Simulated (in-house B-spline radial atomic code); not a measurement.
**Tc⁴⁺: excited configurations**

Aim: the energies of several excited configurations of Tc⁴⁺ above a reference configuration, each from its own self-consistent run.

The numbers are computed with in-house B-spline radial atomic code version 1 (non-relativistic AM05, spin-polarised, spherical fractional occupations, point nucleus, basis-set limit), except any that are marked as measured or tabulated.

## (1) The system

| Item | Value |
| --- | --- |
| element | technetium (Z = 43) |
| charge | +4 |
| electrons | 39 |
| configuration | [Kr] 4d3 |
| Hamiltonian | non-relativistic |
| nucleus | point |

The outer shells:

[Kr] 4d3
```
[Kr] core
4d [↑ ][↑ ][↑ ][  ][  ]
```

Where spins are not typed, each open shell is filled with up spins first.

Settings, as recorded:

```ini
Z = 43
electrons = 39.0
configuration = [Kr] 4d3
hamiltonian = nr
method = am05
spin_polarised = True
```

This reference run was done before. Its total energy is -4198.975286 hartree, and its levels are (the highest eight at most):

| orbital | occupation | energy (eV) | <r> (bohr) |
| --- | --- | --- | --- |
| 3p down | 3 | -456.24 | 0.4217 |
| 3d up | 5 | -301.47 | 0.3983 |
| 3d down | 5 | -300.97 | 0.3981 |
| 4s up | 1 | -115.90 | 1.071 |
| 4s down | 1 | -113.46 | 1.067 |
| 4p up | 3 | -90.715 | 1.152 |
| 4p down | 3 | -88.170 | 1.149 |
| 4d up | 3 | -50.752 | 1.422 |

## (2) [Kr] 4d2 5p1

Settings, as recorded:

```ini
Z = 43
electrons = 39.0
configuration = [Kr] 4d2 5p1
hamiltonian = nr
method = am05
spin_polarised = True
```

## (3) Configuration [Ar] 3d10 4s2 4p5 4d3 5s1

Settings, as recorded:

```ini
Z = 43
electrons = 39.0
configuration = [Ar] 3d10 4s2 4p5 4d3 5s1
hamiltonian = nr
method = am05
spin_polarised = True
```

## (4) Configuration [Ar] 3d9 4s2 4p6 4d4

Settings, as recorded:

```ini
Z = 43
electrons = 39.0
configuration = [Ar] 3d9 4s2 4p6 4d4
hamiltonian = nr
method = am05
spin_polarised = True
```

## (5) Configuration [Ar] 3d9 4s2 4p6 4d3 5s1

Settings, as recorded:

```ini
Z = 43
electrons = 39.0
configuration = [Ar] 3d9 4s2 4p6 4d3 5s1
hamiltonian = nr
method = am05
spin_polarised = True
```

## (6) Configuration [Kr] 4d2 5f1

Settings, as recorded:

```ini
Z = 43
electrons = 39.0
configuration = [Kr] 4d2 5f1
hamiltonian = nr
method = am05
spin_polarised = True
```

Before running: How far above the reference does each configuration lie (order and size, in eV)?

**Answer**, as computed:

| net move | configuration | 2|M_S|+1 | energy above the reference (eV) | largest <r> (bohr) |
| --- | --- | --- | --- | --- |
| 4d → 5p | [Kr] 4d2 5p1 | 4 | 21.035 | 2.68 |
| 4d → 5f | [Kr] 4d2 5f1 | 4 | 41.574 | 5.00 |
| 4p → 5s | [Ar] 3d10 4s2 4p5 4d3 5s1 | 6 | 51.691 | 2.39 |
| 3d → 4d | [Ar] 3d9 4s2 4p6 4d4 | 6 | 259.00 | 1.36 |
| 3d → 5s | [Ar] 3d9 4s2 4p6 4d3 5s1 | 6 | 275.33 | 2.36 |

**Reading.** The energies run from 21.035 eV (4d → 5p) to 275.33 eV (3d → 5s). 2 of them lie more than 60 % above minus the reference's highest level (50.752 eV), in the range where a state can decay by emitting an electron. The reference has 2|M_S|+1 = 4; 3 of the configurations differ from it in spin. These are spherical averages at the typed spins, not spectroscopic levels.
